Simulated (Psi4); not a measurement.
**CH7BNP (SMILES CB(N)P): a chain of runs**

We compute a geometry optimisation (TPSSh-D3(BJ)/def2-SVP), then vibrational wavenumbers of CH7BNP. 

Program for the calculation: Psi4 1.11.

## 1. The system as given

CH7BNP: 11 atoms, total charge 0, spin state singlet. As SMILES, `CB(N)P`. Geometry: relaxed at PBE0-D4/def2-TZVP. This is one conformer, not always the lowest. The run starts from this shape.

Bond lengths: C1–B2 1.573 Å, B2–N3 1.394 Å, B2–P4 1.937 Å, C1–H5 1.094 Å, C1–H6 1.094 Å, C1–H7 1.095 Å, N3–H8 1.005 Å, N3–H9 1.007 Å, P4–H10 1.420 Å, P4–H11 1.417 Å. Some angles: C1–B2–N3 120.8°, C1–B2–P4 119.5°, N3–B2–P4 119.5°, B2–C1–H5 111.6°, B2–C1–H6 113.3°, B2–C1–H7 110.2°, B2–N3–H8 124.1°, B2–N3–H9 122.3°, B2–P4–H10 98.9°, B2–P4–H11 97.1°.

## 2. A structure relaxation at TPSSh-D3(BJ)/def2-SVP (density fitting) (run 1)

Input file job.dat:

```
memory 1600 MB

molecule system {
  C     -1.093200     0.922600    -0.128000
  B      0.002900    -0.179800     0.111900
  N      0.427100    -0.495900     1.401400
  P      0.670900    -1.204900    -1.389100
  H     -1.903500     0.553200    -0.763700
  H     -1.537000     1.299300     0.798300
  H     -0.659600     1.776600    -0.659200
  H      1.134100    -1.179200     1.611000
  H      0.043300    -0.049800     2.218400
  H      2.007200    -1.393300    -0.948800
  H      0.973300    -0.105700    -2.231400
}

set globals {
  basis        def2-SVP
  geom_maxiter 60
}

e = opt("tpssh-d3(bj)")
```

The run is started by

```
$ psi4 -n 1 job.dat job.out
```

job.out:

```text
Psi4 1.11 release

gradient() will perform analytic gradient computation.

   => Loading Basis Set <=

    Name: DEF2-SVP
    Role: ORBITAL
    Keyword: BASIS

   => TPSSH-D3(BJ): Empirical Dispersion <=

        s6 =       1.000000
        s8 =       2.238200
        a1 =       0.452900
        a2 =       4.655000

         ---------------------------------------------------------
                                   SCF
                              RKS Reference
                        1 Threads,   1525 MiB Core
         ---------------------------------------------------------

  ==> Geometry <==

    Molecular point group: c1
    Full point group: C1

    Geometry (in Angstrom), charge = 0, multiplicity = 1:

       Center              X                  Y                   Z               Mass
    ------------   -----------------  -----------------  -----------------  -----------------
         C           -1.276204016059     1.379211322937     0.187574651713    12.000000000000
         B           -0.180104016059     0.276811322937     0.427474651713    11.009305360000
         N            0.244095983941    -0.039288677063     1.716974651713    14.003074004430
[... 7 lines of this table left out ...]
         H            0.790295983941     0.350911322937    -1.915825348287     1.007825032230

  Running in c1 symmetry.

  Rotational constants: A =      0.26491  B =      0.13185  C =      0.09107 [cm^-1]
  Rotational constants: A =   7941.87860  B =   3952.62192  C =   2730.09452 [MHz]
  Nuclear repulsion =  147.819870458622802

  Charge       = 0
  Multiplicity = 1
  Electrons    = 40
  Nalpha       = 20
  Nbeta        = 20

  ==> Algorithm <==

  SCF Algorithm Type is DF.
  DIIS enabled.
  MOM disabled.
  Fractional occupation disabled.
  Guess Type is SAD.
  Energy threshold   = 1.00e-08
  Density threshold  = 1.00e-08
  Integral threshold = 1.00e-12

  ==> Primary Basis <==

  Basis Set: DEF2-SVP
    Blend: DEF2-SVP
    Number of shells: 47
    Number of basis functions: 95
    Number of Cartesian functions: 99
    Spherical Harmonics?: true
    Max angular momentum: 2

  ==> DFT Potential <==

   => LibXC <=

    Version 7.1.2

   => Composite Functional: TPSSH-D3BJ2B <=

    TPSSh-d3bj2b Hyb-GGA Exchange-Correlation Functional

    Deriv               =              1
    GGA                 =           TRUE
    Meta                =           TRUE

    Exchange Hybrid     =           TRUE
    MP2 Hybrid          =          FALSE

   => Exchange Functionals <=

    0.9000   Tao, Perdew, Staroverov & Scuseria

   => Exact (HF) Exchange <=

    0.1000               HF

   => Correlation Functionals <=

    1.0000   Tao, Perdew, Staroverov & Scuseria

   => LibXC Density Thresholds  <==

    XC_HYB_MGGA_XC_TPSSH:  1.00E-15

   => Molecular Quadrature <=

    Radial Scheme          =       TREUTLER
    Pruning Scheme         =           NONE
    Nuclear Scheme         =       TREUTLER

    Blocking Scheme        =         OCTREE
    BS radius alpha        =              1
    Pruning alpha          =              1
    Radial Points          =             75
    Spherical Points       =            302
    Total Points           =         236067
    Total Blocks           =           1790
    Max Points             =            256
    Max Functions          =             94
    Weights Tolerance      =       1.00E-15

   => Loading Basis Set <=

    Name: (DEF2-SVP AUX)
    Role: JKFIT
    Keyword: DF_BASIS_SCF

  ==> Integral Setup <==

  DFHelper Memory: AOs need 0.036 GiB; user supplied 0.036 GiB.
  SCF_SUBTYPE=INCORE selected. In-core MEM_DF algorithm will be used.
  Using in-core AOs.

  ==> MemDFJK: Density-Fitted J/K Matrices <==

    J tasked:                   Yes
    K tasked:                   Yes
    wK tasked:                   No
    Memory [MiB]:                36
    Algorithm:                 Core
    Schwarz Cutoff:           1E-12
    Mask sparsity (%):       1.3296
    Fitting Condition:        1E-10

   => Auxiliary Basis Set <=

  Basis Set: (DEF2-SVP AUX)
    Blend: DEF2-UNIVERSAL-JKFIT
    Number of shells: 155
    Number of basis functions: 481
    Number of Cartesian functions: 566
    Spherical Harmonics?: true
    Max angular momentum: 4

  Cached 50.0% of DFT collocation blocks in 0.638 [GiB].

  Minimum eigenvalue in the overlap matrix is 4.6629545548E-03.
  Reciprocal condition number of the overlap matrix is 8.1665984106E-04.
    Using symmetric orthogonalization.

  ==> Pre-Iterations <==

  SCF Guess: Superposition of Atomic Densities via on-the-fly atomic UHF (no occupation information).

   -------------------------
    Irrep   Nso     Nmo
   -------------------------
     A         95      95
   -------------------------
    Total      95      95
   -------------------------

  ==> Iterations <==

                           Total Energy        Delta E     RMS |[F,P]|

   @DF-RKS iter SAD:  -462.56928833307978   -4.62569e+02   0.00000e+00
[... 2 lines left out ...]
   @DF-RKS iter   3:  -463.15809827193277   -8.95582e-01   1.75280e-03 DIIS/ADIIS
[... 2 lines left out ...]
   @DF-RKS iter   6:  -463.17383615830090   -2.24399e-04   3.70974e-05 DIIS
[... 2 lines left out ...]
   @DF-RKS iter   9:  -463.17384401987641   -1.83518e-08   5.68243e-07 DIIS
[... 2 lines left out ...]
   @DF-RKS iter  12:  -463.17384402199320   -2.55795e-12   1.77187e-09 DIIS
[... 34 lines left out ...]
  @DF-RKS Final Energy:  -463.17384402199320
[... 5 lines left out ...]
    Two-Electron Energy =                 355.9587127181950450
[... 2 lines left out ...]
    VV10 Nonlocal Energy =                  0.0000000000000000
[... 16 lines left out ...]
 Dipole Y            :         -3.9655307            4.2657788            0.3002481
[... 122 lines left out ...]
	                                 ==> Convergence Check <==
[... 8 lines left out ...]
	  Convergence Criteria     1.00e-06 *    3.00e-04 *             o    1.20e-03 *             o~
[... 139 lines left out ...]
   @DF-RKS iter   0:  -463.15055440695335   -4.63151e+02   4.40429e-04
[... 2 lines left out ...]
   @DF-RKS iter   3:  -463.17434650617611   -2.42991e-04   2.06213e-05 DIIS
[... 2 lines left out ...]
   @DF-RKS iter   6:  -463.17434886082316   -1.38147e-08   2.36471e-07 DIIS
[... 2 lines left out ...]
   @DF-RKS iter   9:  -463.17434886117383   -1.81899e-12   2.94644e-09 DIIS
[... 13 lines left out ...]
  @DF-RKS Final Energy:  -463.17434886117383
[... 5 lines left out ...]
    Two-Electron Energy =                 354.9671194448986853
[... 2 lines left out ...]
    VV10 Nonlocal Energy =                  0.0000000000000000
[... 16 lines left out ...]
 Dipole Y            :         -3.9739581            4.2660704            0.2921123
[... 91 lines left out ...]
	                                 ==> Convergence Check <==
[... 8 lines left out ...]
	  Convergence Criteria     1.00e-06 *    3.00e-04 *             o    1.20e-03 *             o
[... 91 lines left out ...]
   @DF-RKS iter   0:  -463.17503113627066   -4.63175e+02   3.12298e-05
[... 2 lines left out ...]
   @DF-RKS iter   3:  -463.17435119428382   -2.68508e-07   1.42146e-06 DIIS
[... 2 lines left out ...]
   @DF-RKS iter   6:  -463.17435120316776   -7.61702e-11   2.34962e-08 DIIS
[... 8 lines left out ...]
    Final Occupation by Irrep:
[... 10 lines left out ...]
    One-Electron Energy =                -926.8479128186691014
[... 2 lines left out ...]
    Empirical Dispersion Energy =          -0.0093680407870741
[... 16 lines left out ...]
 Dipole X            :          1.6478439           -1.4436795            0.2041644
[... 44 lines left out ...]
    Weights Tolerance      =       1.00E-15
[... 54 lines left out ...]
	   Step    Total Energy     Delta E     Max Force     RMS Force      Max Disp      RMS Disp
[... 91 lines left out ...]
                           Total Energy        Delta E     RMS |[F,P]|
[... 3 lines left out ...]
   @DF-RKS iter   2:  -463.17435161545279    4.79355e-09   3.37468e-06 DIIS
[... 2 lines left out ...]
   @DF-RKS iter   5:  -463.17435168613747   -3.00702e-10   9.23768e-08 DIIS
[... 2 lines left out ...]
  Energy and wave function converged.
[... 19 lines left out ...]
    Virtual:

      21A      0.005325    22A      0.040454    23A      0.045024
      24A      0.076610    25A      0.089682    26A      0.114935
      27A      0.135302    28A      0.146088    29A      0.158587
[... 21 lines of this table left out ...]
      93A      3.012585    94A      3.146348    95A      3.415420

    Final Occupation by Irrep:
              A
    DOCC [    20 ]
    NA   [    20 ]
    NB   [    20 ]

  @DF-RKS Final Energy:  -463.17435168618061

   => Energetics <=

    Nuclear Repulsion Energy =            146.8798177898752328
    One-Electron Energy =                -926.8480556435613380
    Two-Electron Energy =                 355.0116928440158972
    DFT Exchange-Correlation Energy =     -38.2084384191911610
    Empirical Dispersion Energy =          -0.0093682573192450
    VV10 Nonlocal Energy =                  0.0000000000000000
    Total Energy =                       -463.1743516861806143

Computation Completed

Properties will be evaluated at   0.000000,   0.000000,   0.000000 [a0]

Properties computed using the SCF density matrix

 Multipole Moments:

 ------------------------------------------------------------------------------------
     Multipole            Electronic (a.u.)      Nuclear  (a.u.)        Total (a.u.)
 ------------------------------------------------------------------------------------

 L = 1.  Multiply by 2.5417464519 to convert [e a0] to [Debye]
 Dipole X            :          1.6448501           -1.4413910            0.2034590
 Dipole Y            :         -3.9707704            4.2605636            0.2897932
 Dipole Z            :         -1.7408774            2.6962529            0.9553755
 Magnitude           :                                                    1.0188808

 ------------------------------------------------------------------------------------

	total time  =          9 seconds =       0.15 minutes

         ------------------------------------------------------------
                                   SCF GRAD
         ------------------------------------------------------------

  ==> Geometry <==

    Molecular point group: c1
    Full point group: C1

    Geometry (in Angstrom), charge = 0, multiplicity = 1:

       Center              X                  Y                   Z               Mass
    ------------   -----------------  -----------------  -----------------  -----------------
         C           -1.286588267549     1.386682954474     0.189682649487    12.000000000000
         B           -0.179859303986     0.278942551309     0.430421866065    11.009305360000
         N            0.246818228986    -0.041897662462     1.726095609681    14.003074004430
[... 7 lines of this table left out ...]
         H            0.804735365414     0.351192598181    -1.926322371255     1.007825032230

  Nuclear repulsion =  146.879817789875233

   => Molecular Quadrature <=

    Radial Scheme          =       TREUTLER
    Pruning Scheme         =           NONE
    Nuclear Scheme         =       TREUTLER

    Blocking Scheme        =         OCTREE
    BS radius alpha        =              1
    Pruning alpha          =              1
    Radial Points          =             75
    Spherical Points       =            302
    Total Points           =         236165
    Total Blocks           =           1794
    Max Points             =            256
    Max Functions          =             94
    Weights Tolerance      =       1.00E-15

  -Total Gradient:
     Atom            X                  Y                   Z
    ------   -----------------  -----------------  -----------------
       1        0.000014481013    -0.000043162887    -0.000014499062
       2       -0.000046712459    -0.000068285596    -0.000017220114
       3       -0.000000996543     0.000032348794    -0.000046096890
[... 7 lines of this table left out ...]
      11        0.000007600904    -0.000014091237     0.000004316550

	total time  =          2 seconds =       0.03 minutes

    			-----------------------------------------

    			 OPTKING 3.0: for geometry optimizations

    			        with contributions from

    			-----------------------------------------

	                            ===> Fragment 1 <==

	 Z (Atomic Numbers)          Masses                          Geom
	       6.000000            12.000000         -2.43129946  2.62045101  0.35844826
	       5.000000            11.009305         -0.33988483  0.52712503  0.81337945
	       7.000000            14.003074          0.46641886 -0.07917511  3.26184797
[... 7 lines of this table left out ...]
	       1.000000             1.007825          1.52072944  0.66365783 -3.64022171

	 - Coordinate -           - BOHR/RAD -       - ANG/DEG -
	 R(1,2)           =         2.993826           1.584264
	 R(1,5)           =         2.085552           1.103627
	 R(1,6)           =         2.085247           1.103465
[... 35 lines of this table left out ...]
	 D(4,2,3,9)       =        -3.031764        -173.707280

	        --- Internal Coordinate Step in ANG or DEG, aJ/ANG or AJ/DEG ---
	-------------------------------------------------------------------------------
	           Coordinate      Previous         Force          Change          New
	           ----------      --------        ------          ------        ------
	               R(1,2)       1.58426        0.00021        0.00002       1.58429
	               R(1,5)       1.10363       -0.00007       -0.00001       1.10362
	               R(1,6)       1.10347       -0.00025       -0.00004       1.10342
[... 35 lines of this table left out ...]
	           D(4,2,3,9)    -173.70728       -0.00000        0.01124    -173.69604
	-------------------------------------------------------------------------------

	                                 ==> Convergence Check <==

	Measures of convergence in internal coordinates in au.

	Criteria marked as inactive (o), active & met (*), and active & unmet ( ).

	----------------------------------------------------------------------------------------------
	   Step    Total Energy     Delta E     Max Force     RMS Force      Max Disp      RMS Disp
	----------------------------------------------------------------------------------------------
	  Convergence Criteria     1.00e-06 *    3.00e-04 *             o    1.20e-03 *             o
	----------------------------------------------------------------------------------------------
	     4    -463.17435169   -4.83e-07 *    5.44e-05 *    1.83e-05 o    4.24e-03      1.53e-03 o  ~
	----------------------------------------------------------------------------------------------

Next Geometry in Ang
	Fragment 1 (Ang)

	    C  -1.2866900392   1.3869306751   0.1897127934
	    B  -0.1796653464   0.2794074331   0.4302518585
	    N   0.2466629188  -0.0422074169   1.7258010283
[... 7 lines of this table left out ...]
	    H   0.8065279920   0.3523406051  -1.9257902792

    Final optimized geometry and variables:
    Molecular point group: c1
    Full point group: C1

    Geometry (in Angstrom), charge = 0, multiplicity = 1:

    C           -1.286588267549     1.386682954474     0.189682649487
    B           -0.179859303986     0.278942551309     0.430421866065
    N            0.246818228986    -0.041897662462     1.726095609681
[... 7 lines of this table left out ...]
    H            0.804735365414     0.351192598181    -1.926322371255

    Psi4 run time: 0:00:51.62

[set-up sections that repeat, and orbital energies of the middle runs, are left out above]
```

Standard output:

```text
Optimizer: Optimization complete!
```

Run time: 53 s. Hardware: 1 thread of AMD EPYC 9R45 (Zen 5), shared host; peak memory 0.97 GiB.

The path in brief:

```
step  energy from the first frame kept (eV)  largest force (eV/Å)
   0                                 0.0000                0.4306
   1                                -0.0137                0.0336
   2                                -0.0138                0.0099
   3                                -0.0138                0.0043
```

After the run. Bond lengths: C1–B2 1.584 Å, B2–N3 1.401 Å, B2–P4 1.947 Å, C1–H5 1.104 Å, C1–H6 1.103 Å, C1–H7 1.105 Å, N3–H8 1.015 Å, N3–H9 1.016 Å, P4–H10 1.426 Å, P4–H11 1.424 Å. Some angles: C1–B2–N3 120.9°, C1–B2–P4 119.5°, N3–B2–P4 119.4°, B2–C1–H5 111.4°, B2–C1–H6 113.3°, B2–C1–H7 110.2°, B2–N3–H8 124.4°, B2–N3–H9 122.5°, B2–P4–H10 99.0°, B2–P4–H11 97.3°.

## 3. Vibrational wavenumbers at TPSSh-D3(BJ)/def2-SVP (density fitting) (run 2)

Input file calc.dat:

```
memory 1600 mb

molecule {
  0 1
  C     -1.103584     0.930072    -0.125892
  B      0.003145    -0.177669     0.114847
  N      0.429822    -0.498509     1.410521
  P      0.674079    -1.207189    -1.395914
  H     -1.922685     0.550823    -0.760901
  H     -1.548027     1.313603     0.808458
  H     -0.671028     1.790326    -0.667651
  H      1.143037    -1.187632     1.624571
  H      0.040388    -0.055792     2.238148
  H      2.013830    -1.410458    -0.950742
  H      0.987739    -0.105419    -2.241897
}

set basis def2-SVP
set t 500.0
set rotational_symmetry_number 1

E, wfn = frequency("tpssh-d3bj2b", return_wfn=True)
print_variables()
```

The run is started by

```
$ psi4 -i calc.dat -o calc.out -n 1
```

calc.out (excerpt; [...] marks lines left out):

```text
[...]
  Running in c1 symmetry.
[...]
  Nuclear repulsion =  146.879807088557641
[...]
  Multiplicity = 1
[...]
  Nalpha       = 20
  Nbeta        = 20
[...]
    Number of basis functions: 95
[...]
   @DF-RKS iter   1:  -462.72020642520891   -1.90589e-01   9.90961e-03 ADIIS/DIIS
[...]
   @DF-RKS iter  12:  -463.17435089137933   -3.97904e-13   1.82028e-09 DIIS
[...]
  @DF-RKS Final Energy:  -463.17435089137933
   => Energetics <=
    Nuclear Repulsion Energy =            146.8722846477517407
    One-Electron Energy =                -926.8326883278978130
    Two-Electron Energy =                 355.0034428179852739
    DFT Exchange-Correlation Energy =     -38.2080219951843247
    Empirical Dispersion Energy =          -0.0093680340342076
    VV10 Nonlocal Energy =                  0.0000000000000000
    Total Energy =                       -463.1743508913793335
[...]
  -Total Gradient:
     Atom            X                  Y                   Z
    ------   -----------------  -----------------  -----------------
       1        0.000017752453    -0.000048705727    -0.000030796421
       2       -0.000002819508    -0.000124851431     0.000037620844
       3       -0.000009768070     0.000043197331    -0.000033004762
       4       -0.000298632298    -0.000186256948     0.000140686203
       5       -0.000003393752    -0.000003607708    -0.000013533764
       6       -0.000010528414     0.000003349658     0.000026907170
       7        0.000031752922     0.000051566927    -0.000006541996
       8        0.000020298347     0.000014071224     0.000008963006
       9       -0.000010653844     0.000002031446     0.000026983245
      10        0.000181556368    -0.000051962817     0.000148522151
      11        0.000053264412     0.000316644684    -0.000329037970
[...]
  ==> Harmonic Vibrational Analysis <==
[...]
  Freq [cm^-1]                 96.8744             153.4629            230.2680
[...]
  IR activ [km/mol]             1.5695              3.3831              1.3214
[...]
  Freq [cm^-1]                 309.4237            360.0760            533.0368
[...]
  Freq [cm^-1]                1318.0574           1367.4100           1455.8737
[...]
  Freq [cm^-1]                1469.1387           1612.2830           2398.0985
[...]
  Freq [cm^-1]                2418.7410           3015.1753           3090.9372
[...]
  Freq [cm^-1]                3100.2826           3553.8507           3653.5632
[...]
```

On the terminal:

```text
Warning: used thermodynamics relations inappropriate for low-frequency modes: ['96.8744' '153.4629' '230.2680' '309.4237' '360.0760' '533.0368'
 '554.1362' '570.2215']
```

Run time: 16 min. Hardware: 1 thread of AMD EPYC 9R45 (Zen 5), shared host; peak memory 0.96 GiB.

## 4. Summary of results

| quantity | value |
| --- | --- |
| run 1, TPSSh-D3(BJ)/def2-SVP: total energy at the end | -463.17435 Eh |
| run 1, TPSSh-D3(BJ)/def2-SVP: dipole moment | 2.59 D |
| run 1, TPSSh-D3(BJ)/def2-SVP: HOMO energy | -6.15 eV |
| run 1, TPSSh-D3(BJ)/def2-SVP: LUMO energy | 0.14 eV |
| run 1, TPSSh-D3(BJ)/def2-SVP: HOMO–LUMO gap | 6.30 eV |
| run 1, TPSSh-D3(BJ)/def2-SVP: dispersion energy | -24.60 kJ/mol |
| run 2, TPSSh-D3(BJ)/def2-SVP: lowest harmonic wavenumber | 97 cm⁻¹ |
| run 2, TPSSh-D3(BJ)/def2-SVP: highest harmonic wavenumber | 3654 cm⁻¹ |
| run 2, TPSSh-D3(BJ)/def2-SVP: zero-point energy | 224.5 kJ/mol |
| run 2, TPSSh-D3(BJ)/def2-SVP: ideal-gas entropy at 500 K (symmetry number 1 as used) | 93.0 cal/(mol K) |

**Reading.** The optimisation (run 1, TPSSh-D3(BJ)/def2-SVP) took 4 steps and changed the energy by -0.014 eV. All 27 modes (run 2, TPSSh-D3(BJ)/def2-SVP) are real, so the shape is a minimum at this level.
